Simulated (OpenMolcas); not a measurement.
# One shape, several levels: GaSiH7O (SMILES [SiH3][OH+][GaH3-])

Aim: a comparison of 6 runs (HF/6-31G*, B3LYP/6-31G*, BHLYP/6-31G*, PBE0/6-31G*, MP2/6-31G*) of GaSiH7O. 

The calculation is run with OpenMolcas 26.06.

1 further run of the same task is left out (set aside as unsound or not needed).

**1. Starting point**

GaSiH7O: 10 atoms, total charge 0, spin state singlet. SMILES: `[SiH3][OH+][GaH3-]`. Geometry: relaxed at PBE0-D4/def2-TZVP.

Bond lengths: Si1–O2 1.685 Å, O2–Ga3 2.176 Å, Si1–H4 1.485 Å, Si1–H5 1.480 Å, Si1–H6 1.475 Å, O2–H7 0.960 Å, Ga3–H8 1.571 Å, Ga3–H9 1.583 Å, Ga3–H10 1.578 Å. Some angles: Si1–O2–Ga3 118.1°, Si1–O2–H7 117.7°, Ga3–O2–H7 112.1°, O2–Si1–H4 106.7°, O2–Si1–H5 110.5°, O2–Si1–H6 105.9°, O2–Ga3–H8 100.1°, O2–Ga3–H9 92.2°, O2–Ga3–H10 95.6°, H4–Si1–H5 110.0°.

**2. Energy and gradient at HF/6-31G(d) (spherical functions) (run 1)**

job.input reads:

```
&GATEWAY
BasLib=$CurrDir
Coord
10
angstrom
Si      -0.484700       0.680100      -1.289300
O       -0.772200      -0.233700       0.097500
Ga       0.882100      -0.551000       1.475200
H       -1.767100       0.740000      -2.035000
H        0.556000       0.040700      -2.124900
H       -0.069600       2.013200      -0.814500
H       -1.323900      -1.014800       0.010100
H        0.306600       0.146600       2.760300
H        1.885600       0.253500       0.552600
H        0.870300      -2.125600       1.370900
Basis=6-31Gs
Group=NoSym
&SEWARD
&SCF
Thresholds=1e-10 1e-07 1e-07 1e-05
PrOrbitals=1 2
&ALASKA
```

The basis set 6-31G* is read from a file made from the Basis Set Exchange's data (not shown).

Command:

```
$ export MOLCAS_MEM=1860
$ pymolcas job.input > job.log
```

The program printed:

```text
--- Start Module: gateway ---
[...]
--- Stop Module: gateway /rc=_RC_ALL_IS_WELL_ ---
[...]
      Basis functions           78
[...]
--- Start Module: scf ---
[...]
       Convergence after  12 Iterations
[...]
::    Total SCF energy                              -2290.8187647284
[...]
      Total spin, S                                     0.0000000000
[...]
      Total electronic charge=   60.000000
      Total            charge=   -0.000000
[...]
      Dipole Moment (debye):
      Origin of the operator (angstrom)=    0.2947   -0.1887    0.5576
                   X= -2.4934E+00               Y= -6.0135E-02               Z= -2.9637E+00           Total=  3.8735E+00
      Quadrupole Moment (debye*angstrom):
[...]
--- Stop Module: scf /rc=_RC_ALL_IS_WELL_ ---
[...]
--- Start Module: alaska ---
[...]
 *              Molecular gradients               *
 **************************************************
  Irreducible representation: a
 ------------------------------------------------------------------------------------------
                              X                       Y                       Z
 ------------------------------------------------------------------------------------------
  SI1              -8.25018666641419E-05   -6.17985813817690E-03    6.36537984217966E-03
  O2                7.31688460632363E-03    1.13719057468490E-02    1.52313377142865E-03
  GA3               1.47279132308498E-04   -4.21104769555036E-04   -6.59738657923015E-04
  H4               -4.51905289318777E-03    2.38994934350534E-04   -2.12200445194943E-03
  H5                4.37975372273680E-03   -2.27823255467907E-03   -2.63604362969660E-03
  H6                1.79688450639204E-03    4.59643257508624E-03    2.84985537442517E-03
  H7               -5.85419165504897E-03   -8.98040764696795E-03   -1.55614602719362E-03
  H8                7.67193259356702E-04   -1.48561257081381E-03   -4.08351336317114E-03
[...]
--- Stop Module: alaska /rc=_RC_ALL_IS_WELL_ ---
[...]
```

Run time: 14 s. Hardware: 1 thread of Intel Xeon Platinum 8259CL at 2.50GHz (Skylake/Cascade Lake), shared host; peak memory 0.44 GiB.

**3. Energy and gradient at B3LYP/6-31G(d) (spherical functions) (run 2)**

mol.xyz reads:

```xyz
10

Si    -0.484700     0.680100    -1.289300
O     -0.772200    -0.233700     0.097500
Ga     0.882100    -0.551000     1.475200
H     -1.767100     0.740000    -2.035000
H      0.556000     0.040700    -2.124900
H     -0.069600     2.013200    -0.814500
H     -1.323900    -1.014800     0.010100
H      0.306600     0.146600     2.760300
H      1.885600     0.253500     0.552600
H      0.870300    -2.125600     1.370900
```

run.input reads:

```
&gateway
baslib
$CurrDir
coord
mol.xyz
basis
6-31Gs
group
NoSym
&seward
gridinput
Grid=UltraFine
End of Grid
&scf
ksdft
B3LYP
thresholds
1e-10 1e-07 1e-07 1e-05
prorbitals
1 1
&alaska
```

The basis set 6-31G* is read from a file made from the Basis Set Exchange's data (not shown).

Command:

```
$ export MOLCAS_MEM=1860
$ pymolcas run.input > run.log
```

The program printed:

```text
--- Start Module: gateway ---
[...]
--- Stop Module: gateway /rc=_RC_ALL_IS_WELL_ ---
[...]
      Basis functions           78
[...]
--- Start Module: scf ---
[...]
       Convergence after  14 Iterations
[...]
::    Total KS-DFT energy                           -2293.5532831881
[...]
      Total spin, S                                     0.0000000000
[...]
      Total electronic charge=   60.000000
      Total            charge=   -0.000000
[...]
      Dipole Moment (debye):
      Origin of the operator (angstrom)=    0.2947   -0.1887    0.5576
                   X= -2.4950E+00               Y= -1.9608E-02               Z= -2.8850E+00           Total=  3.8142E+00
      Quadrupole Moment (debye*angstrom):
[...]
--- Stop Module: scf /rc=_RC_ALL_IS_WELL_ ---
[...]
--- Start Module: alaska ---
[...]
 *              Molecular gradients               *
 **************************************************
  Irreducible representation: a
 ------------------------------------------------------------------------------------------
                              X                       Y                       Z
 ------------------------------------------------------------------------------------------
  SI1              -2.20165124389338E-03   -5.81855755045524E-03    8.77027066665192E-03
  O2               -6.78865289748032E-04   -1.47554487636925E-03   -9.07539482006081E-03
  GA3              -1.01480214374305E-03   -6.12550064982287E-06   -5.20506836732437E-04
  H4                3.65969122946730E-04   -2.85743011979811E-04    6.84242189992634E-04
  H5               -4.09807906498472E-06   -4.83456324830378E-04    1.21888515089719E-03
  H6                2.54642373051617E-04   -3.27484903047015E-04    6.90152969486602E-04
  H7                4.67401237176368E-03    7.39838059482523E-03    2.87137369198776E-04
  H8                7.11187061579022E-04   -9.03073801730159E-04   -2.23138672411860E-03
[...]
--- Stop Module: alaska /rc=_RC_ALL_IS_WELL_ ---
[...]
```

Run time: 48 s. Hardware: 1 thread of Intel Xeon Platinum 8259CL at 2.50GHz (Skylake/Cascade Lake), shared host; peak memory 0.44 GiB.

Runs 3 to 5 aren't shown in full; the table further down has their settings and results.

**4. A single-point energy at MP2/6-31G(d) (spherical functions) (run 6)**

mol.xyz is that of step 3.

job.input reads:

```
* GaH7OSi MP2
>>> EXPORT MOLCAS_PRINT=2

&GATEWAY
  BasLib=$CurrDir
  Coord=mol.xyz
  Basis=6-31Gs
  Group=NoSym

&SEWARD

&SCF
  Thresholds=1e-10 1e-07 1e-07 1e-05
  PrOrbitals=0

&MBPT2
  Frozen=15
```

The basis set 6-31G* is read from a file made from the Basis Set Exchange's data (not shown).

Command:

```
$ export MOLCAS_MEM=1860
$ pymolcas job.input > job.log
```

The program printed:

```text
--- Start Module: gateway ---
[...]
--- Stop Module: gateway /rc=_RC_ALL_IS_WELL_ ---
[...]
      Basis functions           78
[...]
--- Start Module: scf ---
[...]
       Convergence after  12 Iterations
[...]
::    Total SCF energy                              -2290.8187647284
[...]
      Total spin, S                                     0.0000000000
[...]
      Total electronic charge=   60.000000
      Total            charge=   -0.000000
[...]
      Dipole Moment (debye):
      Origin of the operator (angstrom)=    0.2947   -0.1887    0.5576
                   X= -2.4934E+00               Y= -6.0135E-02               Z= -2.9637E+00           Total=  3.8735E+00
      Quadrupole Moment (debye*angstrom):
[...]
--- Stop Module: scf /rc=_RC_ALL_IS_WELL_ ---
[...]
--- Start Module: mbpt2 ---
[...]
WARNING!
Default frozen orbitals as non valence orbitals is overwritten by user input.
Default values:  17
[...]
       Reference weight ( Cref**2 )         =        0.87649
::    Total MBPT2 energy                            -2291.3239257269
[...]
      Total MBPT2 calculations                           0.26      0.33
--- Stop Module: mbpt2 /rc=_RC_ALL_IS_WELL_ ---
[...]
```

Run time: 7.8 s. Hardware: 1 thread of Intel Xeon Platinum 8259CL at 2.50GHz (Skylake/Cascade Lake), shared host; peak memory 0.44 GiB.

**5. Overview of the runs**

```tsv
run	level	integration grid	Cartesian functions	energy (Eh)	dipole moment (D) of the reference	HOMO energy (eV)	LUMO energy (eV)	wall time
1	HF/6-31G* (spherical functions)	–	no	-2290.818765	3.87	-10.75	2.29	14 s
2	B3LYP/6-31G* (spherical functions)	UltraFine	no	-2293.553283	3.81	-7.48	-0.89	48 s
3	BHLYP/6-31G* (spherical functions)	UltraFine	no	-2293.408584	3.83	-8.86	0.17	44 s
4	PBE0/6-31G* (spherical functions)	UltraFine	no	-2293.009231	3.79	-7.70	-0.68	44 s
5	B3LYP/6-31G* (Cartesian functions)	UltraFine	yes	-2293.561172	3.81	-7.48	-0.92	51 s
6	MP2/6-31G* (spherical functions)	–	no	-2291.323926	3.87	-10.75	2.29	7.8 s
```

**6. Results**

| quantity | value |
| --- | --- |
| run 6: total energy | -2291.32393 Eh |
| run 6: dipole moment (mean-field density) | 3.87 D |
| run 6: HOMO energy (Hartree–Fock orbitals) | -10.75 eV |
| run 6: LUMO energy (Hartree–Fock orbitals) | 2.29 eV |
| run 6: HOMO–LUMO gap (Hartree–Fock orbitals) | 13.04 eV |
| run 6: correlation energy (15 core orbitals frozen) | -505.2 mEh |

What this shows: Over runs 1, 2, 3, 4, 5 the dipole moment (its size) runs from 3.79 D (PBE0/6-31G*) to 3.87 D (HF/6-31G*). Over runs 1, 2, 3, 4, 5 the HOMO–LUMO gap runs from 6.55 eV (B3LYP/6-31G*) to 13.04 eV (HF/6-31G*). Exact exchange widens orbital gaps. Totals of different functionals can't be ranked against each other. All runs together took 3.5 min, the longest 51 s.
